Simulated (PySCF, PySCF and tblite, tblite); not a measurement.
# C4H7NSe: a path driven as rotation about a bond, and NMR exchange, part 2 of 2

PySCF and tblite. Atoms count from 0. Earlier steps stand in the parts before.

### 10 Single-point energy: BHandHLYP/pcSseg-1

The job: settings as JSON, then the geometry in Å.

```
{"job": {"kind": "sp", "xc": "BHandHLYP", "basis": "pcSseg-1", "pop": false}, "charge": 0, "multiplicity": 1}
C      2.251310     0.809216     1.029104
C      1.342643    -0.059966     0.583451
C     -0.055776     0.233454     0.388138
Se    -0.780601     1.848541     0.571868
N     -0.932344    -0.810920     0.018948
C     -1.045413    -1.877283     1.000805
H      1.969517     1.815588     1.292191
H      3.287630     0.542176     1.141111
H      1.645054    -1.070835     0.331178
H     -0.679290    -1.187988    -0.890588
H     -1.793565    -2.586088     0.650840
H     -1.391299    -1.438614     1.936424
H     -0.107698    -2.416071     1.194222
```

The log of the run:

```text
coarse grid: 50480 points
cycle   1  E = -2612.3672358972  dE = -9.734e-02  |g| = 6.585e-01  |ddm| = 3.419e+00
cycle   2  E = -2612.3367024967  dE =  3.053e-02  |g| = 6.147e-01  |ddm| = 1.179e+00
cycle   3  E = -2612.4195131588  dE = -8.281e-02  |g| = 2.650e-01  |ddm| = 8.992e-01
cycle   4  E = -2612.4360955122  dE = -1.658e-02  |g| = 4.478e-02  |ddm| = 2.743e-01
cycle   5  E = -2612.4364213945  dE = -3.259e-04  |g| = 1.384e-02  |ddm| = 5.396e-02
cycle   6  E = -2612.4364645966  dE = -4.320e-05  |g| = 3.726e-03  |ddm| = 1.659e-02
cycle   7  E = -2612.4364684137  dE = -3.817e-06  |g| = 1.225e-03  |ddm| = 6.169e-03
final grid: 106504 points
cycle   8  E = -2612.4364440936  dE = -5.368e-08  |g| = 1.368e-03  |ddm| = 3.998e-03
cycle   9  E = -2612.4364436880  dE =  4.055e-07  |g| = 1.995e-03  |ddm| = 3.530e-03
cycle  10  E = -2612.4364445995  dE = -9.115e-07  |g| = 2.079e-04  |ddm| = 2.130e-03
cycle  11  E = -2612.4364446116  dE = -1.212e-08  |g| = 7.658e-05  |ddm| = 2.415e-04
cycle  12  E = -2612.4364446160  dE = -4.351e-09  |g| = 2.768e-05  |ddm| = 2.681e-04
cycle  13  E = -2612.4364446166  dE = -6.594e-10  |g| = 9.096e-06  |ddm| = 1.021e-04
converged SCF energy = -2612.4364446166
```

Run time: 9.5 s. Hardware: 1 thread of Arm Neoverse V2, shared host; peak memory 0.6 GiB.

In short: HOMO -6.85 eV, LUMO -1.84 eV; dipole 3.60 D.

### 11 Barriers, rates and exchange

The job: settings as JSON, then the geometry in Å.

```
{"job": {"smiles": "C=CC(=[Se])NC", "charge": 0, "mult": 1, "motion": "rotation", "what": "amide", "atoms": [2, 4], "drives": [{"terms": [["t", [1, 2, 4, 5], 0.25], ["t", [1, 2, 4, 9], 0.25], ["t", [3, 2, 4, 5], 0.25], ["t", [3, 2, 4, 9], 0.25]], "by": 180, "n": 12}], "flip": [2, 4], "study": "path", "level": {"kind": "nmr", "xc": "BHandHLYP", "basis": "pcSseg-1"}, "fields": [270, 700, 800], "first": 5, "seed": 530, "kind": "path"}, "charge": 0, "multiplicity": 1}
C      2.163904     0.767611     1.462434
C      1.254875    -0.080833     0.994302
C      0.096319     0.305005     0.209219
Se    -0.264114     2.016208    -0.238777
N     -0.709700    -0.690188    -0.173347
C     -1.899225    -0.494177    -0.957522
H      2.079997     1.824965     1.273598
H      3.007679     0.435164     2.040868
H      1.349405    -1.144214     1.190871
H     -0.465406    -1.635662     0.084752
H     -2.412352    -1.443091    -1.085306
H     -1.644772    -0.078506    -1.935842
H     -2.560997     0.218205    -0.459427
```

The log of the run:

```text
stationary points (kcal/mol above the start)
  n  kind          group   xTB      DFT    lowest mode
  0  minimum      Cs       0.00     0.00      75.8
  1  saddle       C1      17.73    22.97    -221.3
  2  saddle       C1      19.28    27.05    -205.3
  3  minimum      Cs       0.63     3.36      34.4

GFN2-xTB energies: T/K, barrier G, reaction G (kcal/mol), k forward, k back (1/s)
 150.00    17.50     0.77      2e-13   2.63e-12
 200.00    17.60     0.74   4.98e-07   3.23e-06
 250.00    17.73     0.72    0.00352      0.015
 298.15    17.86     0.70        1.1       3.59
 350.00    18.01     0.68       93.6        247
 400.00    18.17     0.66   2.31e+03   5.26e+03
 500.00    18.52     0.61   2.11e+05   3.92e+05

BHandHLYP/pcSseg-1 + D3(BJ) energies: T/K, barrier G, reaction G (kcal/mol), k forward, k back (1/s)
 150.00    22.74     3.50   4.59e-21   5.73e-16
 200.00    22.84     3.47   9.08e-13   5.68e-09
 250.00    22.97     3.45   8.73e-08   9.07e-05
 298.15    23.10     3.43   0.000146     0.0475
 350.00    23.25     3.41     0.0441       5.92
 400.00    23.42     3.39        2.7        191
 500.00    23.76     3.35        877   2.54e+04
```

It took 73 s on 1 thread of Arm Neoverse V2, shared host; peak memory 0.83 GiB. This counts the whole study up to here.

Barriers by level (kcal/mol; entropies in cal/(mol K)). Zero-point and thermal terms come from xTB in every row. ΔG‡ leaves symmetry out; the rate counts equivalent paths (a factor of 2) and all 2 saddles; effective ΔG‡, where given, is the barrier that would give that rate by Eyring's equation alone:

| level | ΔE‡ | with zero-point | ΔH‡ | ΔS‡ | ΔG‡ (298 K) | ΔE of reaction | k at 298 K (1/s) | effective ΔG‡ |
| --- | --- | --- | --- | --- | --- | --- | --- | --- |
| GFN2-xTB | 17.73 | 17.33 | 16.78 | -3.6 | 17.86 | 0.63 | 1.1 | 17.39 |
| BHandHLYP/pcSseg-1 + D3(BJ) | 22.97 | 22.58 | 22.02 | -3.6 | 23.10 | 3.36 | 0.00015 | 22.69 |

Sites that the driver pairs across this motion, and where their lines would merge (no couplings; faster rotations or exchange between molecules can average them sooner):

```csv
nucleus,sites: shielding (ppm),proton frequency (MHz),spread (Hz),coalescence (K),lines at 298 K
$^{77}$Se,Se3: 1148; Se3 (end): 1120,800,4245,not given,–
$^{13}$C,C1: 47.5; C1 (end): 55.7,800,1638,not given,–
$^{13}$C,C0: 42.1; C0 (end): 36.5,800,1121,not given,–
$^{1}$H,H9: 25.62; H9 (end): 24.33,800,1029,not given,–
$^{13}$C,C5: 150.4; C5 (end): 155.5,800,1026,not given,–
$^{15}$N,N4: 106.2; N4 (end): 118.6,800,1004,not given,–
$^{13}$C,C2: -45.9; C2 (end): -48.6,800,537,not given,–
$^{1}$H,"H10, H11, H12: 28.39; H10, H11, H12 (end): 28.81",800,334,not given,–
```

A dash: the driver gave no coalescence for this row (it judged the minor form too scarce).

Rows that set an atom against itself at the end compare its shielding in the two forms.

### 12 Shieldings, start: PBE0/def2-SVP

The job: settings as JSON, then the geometry in Å.

```
{"job": {"kind": "nmr", "xc": "PBE0", "basis": "def2-SVP", "pop": false}, "charge": 0, "multiplicity": 1}
C      2.163904     0.767611     1.462434
C      1.254875    -0.080833     0.994302
C      0.096319     0.305005     0.209219
Se    -0.264114     2.016208    -0.238777
N     -0.709700    -0.690188    -0.173347
C     -1.899225    -0.494177    -0.957522
H      2.079997     1.824965     1.273598
H      3.007679     0.435164     2.040868
H      1.349405    -1.144214     1.190871
H     -0.465406    -1.635662     0.084752
H     -2.412352    -1.443091    -1.085306
H     -1.644772    -0.078506    -1.935842
H     -2.560997     0.218205    -0.459427
```

The log of the run:

```text
coarse grid: 50480 points
cycle   1  E = -2611.8735947184  dE = -1.163e-01  |g| = 4.039e-01  |ddm| = 3.921e+00
cycle   2  E = -2611.7242948736  dE =  1.493e-01  |g| = 8.243e-01  |ddm| = 1.892e+00
cycle   3  E = -2611.9298948976  dE = -2.056e-01  |g| = 1.342e-01  |ddm| = 1.293e+00
cycle   4  E = -2611.9341993287  dE = -4.304e-03  |g| = 3.561e-02  |ddm| = 1.924e-01
cycle   5  E = -2611.9345356615  dE = -3.363e-04  |g| = 1.242e-02  |ddm| = 6.165e-02
cycle   6  E = -2611.9345679866  dE = -3.233e-05  |g| = 4.739e-03  |ddm| = 1.490e-02
cycle   7  E = -2611.9345728976  dE = -4.911e-06  |g| = 8.132e-04  |ddm| = 4.548e-03
final grid: 106504 points
cycle   8  E = -2611.9345606986  dE =  4.005e-07  |g| = 1.456e-03  |ddm| = 3.940e-03
cycle   9  E = -2611.9345587508  dE =  1.948e-06  |g| = 3.029e-03  |ddm| = 5.862e-03
cycle  10  E = -2611.9345613160  dE = -2.565e-06  |g| = 2.621e-04  |ddm| = 3.908e-03
cycle  11  E = -2611.9345613330  dE = -1.700e-08  |g| = 5.295e-05  |ddm| = 2.812e-04
cycle  12  E = -2611.9345613338  dE = -7.963e-10  |g| = 9.566e-06  |ddm| = 7.255e-05
converged SCF energy = -2611.9345613338

GIAO shielding tensors (ppm)
atom      isotropic    diamagn.    paramagn.     s11        s22        s33       span
  0 C       63.497     251.316    -187.819    -31.572     42.013    180.049    211.621
  1 C       66.351     253.631    -187.280    -29.460     78.930    149.582    179.041
  2 C      -10.749     257.930    -268.679   -171.027     11.372    127.406    298.434
  3 Se    1168.638    2999.770   -1831.133    211.323    975.187   2319.403   2108.080
  4 N      121.357     319.656    -198.299      3.259    175.979    184.833    181.574
  5 C      161.987     242.513     -80.526    144.671    158.048    183.242     38.571
  6 H       24.472      32.533      -8.061     21.090     22.450     29.877      8.787
  7 H       26.125      28.560      -2.435     25.127     25.327     27.920      2.792
  8 H       25.726      32.653      -6.927     23.936     24.193     29.050      5.114
  9 H       25.540      34.235      -8.695     19.394     25.663     31.564     12.170
 10 H       28.970      27.994       0.976     24.578     27.351     34.980     10.402
 11 H       28.392      28.881      -0.489     23.758     26.855     34.563     10.805
 12 H       28.105      28.679      -0.574     23.078     27.435     33.801     10.724
```

It took 13 s on 1 thread of Arm Neoverse V2, shared host; peak memory 0.69 GiB.

This run: HOMO -5.46 eV, LUMO -1.67 eV; dipole 4.46 D.

### 13 Single-point energy, saddle of leg 1: PBE0/def2-SVP

The job: settings as JSON, then the geometry in Å.

```
{"job": {"kind": "sp", "xc": "PBE0", "basis": "def2-SVP", "pop": false}, "charge": 0, "multiplicity": 1}
C      2.226091     0.768166     0.994224
C      1.256744    -0.071228     0.621659
C     -0.120351     0.289532     0.413910
Se    -0.750145     1.959442     0.624256
N     -0.939826    -0.789878     0.019147
C     -1.572215    -0.609530    -1.279696
H      2.022060     1.811830     1.171233
H      3.240821     0.437621     1.129423
H      1.469542    -1.117719     0.445804
H     -1.661037    -0.951531     0.718578
H     -2.194687    -1.477621    -1.484747
H     -0.789391    -0.547352    -2.035621
H     -2.187606     0.298268    -1.338172
```

The log of the run:

```text
coarse grid: 50480 points
cycle   1  E = -2611.8518206186  dE = -2.074e-01  |g| = 3.791e-01  |ddm| = 3.922e+00
cycle   2  E = -2611.7699742861  dE =  8.185e-02  |g| = 6.662e-01  |ddm| = 1.257e+00
cycle   3  E = -2611.8888354366  dE = -1.189e-01  |g| = 1.667e-01  |ddm| = 9.291e-01
cycle   4  E = -2611.8956537931  dE = -6.818e-03  |g| = 4.789e-02  |ddm| = 2.440e-01
cycle   5  E = -2611.8963091250  dE = -6.553e-04  |g| = 1.016e-02  |ddm| = 7.753e-02
cycle   6  E = -2611.8963353756  dE = -2.625e-05  |g| = 3.345e-03  |ddm| = 1.731e-02
cycle   7  E = -2611.8963375090  dE = -2.133e-06  |g| = 1.082e-03  |ddm| = 4.345e-03
final grid: 106504 points
cycle   8  E = -2611.8963267390  dE =  1.262e-06  |g| = 2.249e-03  |ddm| = 5.203e-03
cycle   9  E = -2611.8963200947  dE =  6.644e-06  |g| = 5.103e-03  |ddm| = 1.017e-02
cycle  10  E = -2611.8963284021  dE = -8.307e-06  |g| = 4.667e-04  |ddm| = 6.883e-03
cycle  11  E = -2611.8963284613  dE = -5.922e-08  |g| = 6.486e-05  |ddm| = 5.253e-04
cycle  12  E = -2611.8963284627  dE = -1.362e-09  |g| = 1.506e-05  |ddm| = 8.876e-05
cycle  13  E = -2611.8963284628  dE = -1.182e-10  |g| = 3.551e-06  |ddm| = 3.268e-05
converged SCF energy = -2611.8963284628
```

Wall time 7.6 s (1 thread of Arm Neoverse V2, shared host); peak memory 0.58 GiB.

This run: HOMO -6.01 eV, LUMO -2.85 eV; dipole 1.61 D.

### 14 Shieldings, end: PBE0/def2-SVP

The job: settings as JSON, then the geometry in Å.

```
{"job": {"kind": "nmr", "xc": "PBE0", "basis": "def2-SVP", "pop": false}, "charge": 0, "multiplicity": 1}
C      2.143374     0.528934     1.112856
C      1.057738     0.112857     0.466386
C     -0.286492     0.546360     0.786981
Se    -0.659744     1.716472     2.115666
N     -1.314160     0.069446     0.076654
C     -1.268912    -0.864841    -1.020461
H      2.068067     1.228398     1.928914
H      3.127858     0.185623     0.847370
H      1.154172    -0.589633    -0.350431
H     -2.222061     0.415546     0.354920
H     -0.841365    -1.820692    -0.706869
H     -0.677891    -0.469648    -1.850696
H     -2.282924    -1.039175    -1.371292
```

The log of the run:

```text
coarse grid: 50480 points
cycle   1  E = -2611.8703169151  dE = -1.274e-01  |g| = 3.904e-01  |ddm| = 3.917e+00
cycle   2  E = -2611.7073212550  dE =  1.630e-01  |g| = 8.405e-01  |ddm| = 1.965e+00
cycle   3  E = -2611.9253658436  dE = -2.180e-01  |g| = 1.250e-01  |ddm| = 1.332e+00
cycle   4  E = -2611.9291076358  dE = -3.742e-03  |g| = 3.685e-02  |ddm| = 1.834e-01
cycle   5  E = -2611.9294839095  dE = -3.763e-04  |g| = 9.802e-03  |ddm| = 6.329e-02
cycle   6  E = -2611.9295085212  dE = -2.461e-05  |g| = 4.321e-03  |ddm| = 1.692e-02
cycle   7  E = -2611.9295123208  dE = -3.800e-06  |g| = 9.735e-04  |ddm| = 4.093e-03
final grid: 106504 points
cycle   8  E = -2611.9295031867  dE =  6.014e-07  |g| = 1.787e-03  |ddm| = 4.032e-03
cycle   9  E = -2611.9295002810  dE =  2.906e-06  |g| = 3.739e-03  |ddm| = 6.973e-03
cycle  10  E = -2611.9295040543  dE = -3.773e-06  |g| = 3.148e-04  |ddm| = 4.764e-03
cycle  11  E = -2611.9295040788  dE = -2.446e-08  |g| = 4.936e-05  |ddm| = 3.351e-04
cycle  12  E = -2611.9295040795  dE = -7.294e-10  |g| = 1.235e-05  |ddm| = 7.094e-05
converged SCF energy = -2611.9295040795

GIAO shielding tensors (ppm)
atom      isotropic    diamagn.    paramagn.     s11        s22        s33       span
  0 C       58.431     251.196    -192.765    -36.606     34.465    177.432    214.038
  1 C       73.392     254.659    -181.267    -31.355     77.341    174.191    205.545
  2 C      -13.138     255.481    -268.619   -177.238      5.682    132.142    309.380
  3 Se    1127.770    2997.678   -1869.908    590.929    942.136   1850.245   1259.317
  4 N      133.786     317.311    -183.525     27.399    156.633    217.326    189.927
  5 C      167.050     245.104     -78.054    145.404    162.267    193.480     48.076
  6 H       24.417      31.490      -7.073     21.213     22.179     29.858      8.645
  7 H       25.903      29.848      -3.945     24.697     25.253     27.758      3.061
  8 H       25.344      34.816      -9.472     22.823     23.245     29.963      7.139
  9 H       24.347      31.785      -7.438     16.264     26.885     29.892     13.628
 10 H       28.694      30.110      -1.417     24.653     26.843     34.585      9.933
 11 H       28.693      30.479      -1.786     24.651     26.843     34.585      9.934
 12 H       29.127      28.142       0.986     24.764     27.640     34.978     10.214
```

It took 13 s on 1 thread of Arm Neoverse V2, shared host; peak memory 0.7 GiB.

In short: HOMO -5.45 eV, LUMO -1.85 eV; dipole 4.82 D.

### 15 Single-point energy: PBE0/def2-SVP

The job: settings as JSON, then the geometry in Å.

```
{"job": {"kind": "sp", "xc": "PBE0", "basis": "def2-SVP", "pop": false}, "charge": 0, "multiplicity": 1}
C      2.251310     0.809216     1.029104
C      1.342643    -0.059966     0.583451
C     -0.055776     0.233454     0.388138
Se    -0.780601     1.848541     0.571868
N     -0.932344    -0.810920     0.018948
C     -1.045413    -1.877283     1.000805
H      1.969517     1.815588     1.292191
H      3.287630     0.542176     1.141111
H      1.645054    -1.070835     0.331178
H     -0.679290    -1.187988    -0.890588
H     -1.793565    -2.586088     0.650840
H     -1.391299    -1.438614     1.936424
H     -0.107698    -2.416071     1.194222
```

The log of the run:

```text
coarse grid: 50480 points
cycle   1  E = -2611.8398199800  dE = -1.842e-01  |g| = 4.022e-01  |ddm| = 3.938e+00
cycle   2  E = -2611.7526338307  dE =  8.719e-02  |g| = 6.934e-01  |ddm| = 1.375e+00
cycle   3  E = -2611.8819273685  dE = -1.293e-01  |g| = 1.737e-01  |ddm| = 9.740e-01
cycle   4  E = -2611.8894503259  dE = -7.523e-03  |g| = 4.473e-02  |ddm| = 2.513e-01
cycle   5  E = -2611.8899923356  dE = -5.420e-04  |g| = 1.177e-02  |ddm| = 7.151e-02
cycle   6  E = -2611.8900239239  dE = -3.159e-05  |g| = 3.292e-03  |ddm| = 1.765e-02
cycle   7  E = -2611.8900260785  dE = -2.155e-06  |g| = 1.160e-03  |ddm| = 4.609e-03
final grid: 106504 points
cycle   8  E = -2611.8900230693  dE =  1.289e-06  |g| = 2.304e-03  |ddm| = 5.319e-03
cycle   9  E = -2611.8900167066  dE =  6.363e-06  |g| = 5.058e-03  |ddm| = 9.953e-03
cycle  10  E = -2611.8900247962  dE = -8.090e-06  |g| = 4.935e-04  |ddm| = 6.724e-03
cycle  11  E = -2611.8900248625  dE = -6.629e-08  |g| = 6.646e-05  |ddm| = 5.602e-04
cycle  12  E = -2611.8900248638  dE = -1.373e-09  |g| = 1.395e-05  |ddm| = 8.795e-05
cycle  13  E = -2611.8900248639  dE = -7.049e-11  |g| = 3.436e-06  |ddm| = 2.439e-05
converged SCF energy = -2611.8900248639
```

Wall time 7.5 s (1 thread of Arm Neoverse V2, shared host); peak memory 0.58 GiB.

Key values: HOMO -5.73 eV, LUMO -2.73 eV; dipole 3.38 D.

### 16 Second level: PBE0/def2-SVP + D3(BJ)

The job: settings as JSON, then the geometry in Å.

```
{"job": {"smiles": "C=CC(=[Se])NC", "charge": 0, "mult": 1, "motion": "rotation", "what": "amide", "atoms": [2, 4], "drives": [{"terms": [["t", [1, 2, 4, 5], 0.25], ["t", [1, 2, 4, 9], 0.25], ["t", [3, 2, 4, 5], 0.25], ["t", [3, 2, 4, 9], 0.25]], "by": 180, "n": 12}], "flip": [2, 4], "study": "path", "level": {"kind": "nmr", "xc": "PBE0", "basis": "def2-SVP", "wide": true}, "fields": [270, 700, 800], "first": 5, "seed": 530, "kind": "pathvar"}, "charge": 0, "multiplicity": 1}
C      2.163904     0.767611     1.462434
C      1.254875    -0.080833     0.994302
C      0.096319     0.305005     0.209219
Se    -0.264114     2.016208    -0.238777
N     -0.709700    -0.690188    -0.173347
C     -1.899225    -0.494177    -0.957522
H      2.079997     1.824965     1.273598
H      3.007679     0.435164     2.040868
H      1.349405    -1.144214     1.190871
H     -0.465406    -1.635662     0.084752
H     -2.412352    -1.443091    -1.085306
H     -1.644772    -0.078506    -1.935842
H     -2.560997     0.218205    -0.459427
```

The log of the run:

```text
stationary points (kcal/mol above the start)
  n  kind          group   xTB      DFT    lowest mode
  0  minimum      Cs       0.00     0.00      75.8
  1  saddle       C1      17.73    23.96    -221.3
  2  saddle       C1      19.28    27.92    -205.3
  3  minimum      Cs       0.63     3.25      34.4

GFN2-xTB energies: T/K, barrier G, reaction G (kcal/mol), k forward, k back (1/s)
 150.00    17.50     0.77      2e-13   2.63e-12
 200.00    17.60     0.74   4.98e-07   3.23e-06
 250.00    17.73     0.72    0.00352      0.015
 298.15    17.86     0.70        1.1       3.59
 350.00    18.01     0.68       93.6        247
 400.00    18.17     0.66   2.31e+03   5.26e+03
 500.00    18.52     0.61   2.11e+05   3.92e+05

BHandHLYP/pcSseg-1 + D3(BJ) energies: T/K, barrier G, reaction G (kcal/mol), k forward, k back (1/s)
 150.00    22.74     3.50   4.59e-21   5.73e-16
 200.00    22.84     3.47   9.08e-13   5.68e-09
 250.00    22.97     3.45   8.73e-08   9.07e-05
 298.15    23.10     3.43   0.000146     0.0475
 350.00    23.25     3.41     0.0441       5.92
 400.00    23.42     3.39        2.7        191
 500.00    23.76     3.35        877   2.54e+04

PBE0/def2-SVP + D3(BJ) energies: T/K, barrier G, reaction G (kcal/mol), k forward, k back (1/s)
 150.00    23.73     3.38   1.66e-22   1.42e-17
 200.00    23.83     3.36   7.53e-14   3.54e-10
 250.00    23.96     3.34   1.19e-08   9.86e-06
 298.15    24.09     3.32   2.74e-05    0.00739
 350.00    24.24     3.29     0.0107       1.21
 400.00    24.40     3.27       0.78       47.9
 500.00    24.75     3.23        325    8.4e+03
```

Wall time 1.9 min (1 thread of Arm Neoverse V2, shared host); peak memory 0.83 GiB. This counts the runs that the step sums up.

Barriers by level (kcal/mol; entropies in cal/(mol K)). Zero-point and thermal terms come from xTB in every row. ΔG‡ leaves symmetry out; the rate counts equivalent paths (a factor of 2) and all 2 saddles; effective ΔG‡, where given, is the barrier that would give that rate by Eyring's equation alone:

| level | ΔE‡ | with zero-point | ΔH‡ | ΔS‡ | ΔG‡ (298 K) | ΔE of reaction | k at 298 K (1/s) | effective ΔG‡ |
| --- | --- | --- | --- | --- | --- | --- | --- | --- |
| GFN2-xTB | 17.73 | 17.33 | 16.78 | -3.6 | 17.86 | 0.63 | 1.1 | 17.39 |
| BHandHLYP/pcSseg-1 + D3(BJ) | 22.97 | 22.58 | 22.02 | -3.6 | 23.10 | 3.36 | 0.00015 | 22.69 |
| PBE0/def2-SVP + D3(BJ) | 23.96 | 23.57 | 23.01 | -3.6 | 24.09 | 3.25 | 2.7e-05 | 23.68 |

### 17 Outcome

What follows sums up all 2 parts.

| quantity | value |
| --- | --- |
| barrier (BHandHLYP/pcSseg-1 + D3(BJ)) | ΔE‡ 23.0, ΔG‡(298 K) 23.1 kcal/mol |
| barrier (GFN2-xTB) | ΔE‡ 17.7 kcal/mol |
| rate at 298 K | 0.00015 s⁻¹ |
| end of the path | 3.4 kcal/mol from the start |

DFT puts the top 23.0 kcal/mol above the start (xTB: 17.7); the rate from the DFT barrier is 0.00015 s⁻¹ at 298 K. An error of 1.4 kcal/mol changes that rate tenfold. PBE0/def2-SVP + D3(BJ) moves the barrier from 23.0 to 24.0 kcal/mol.
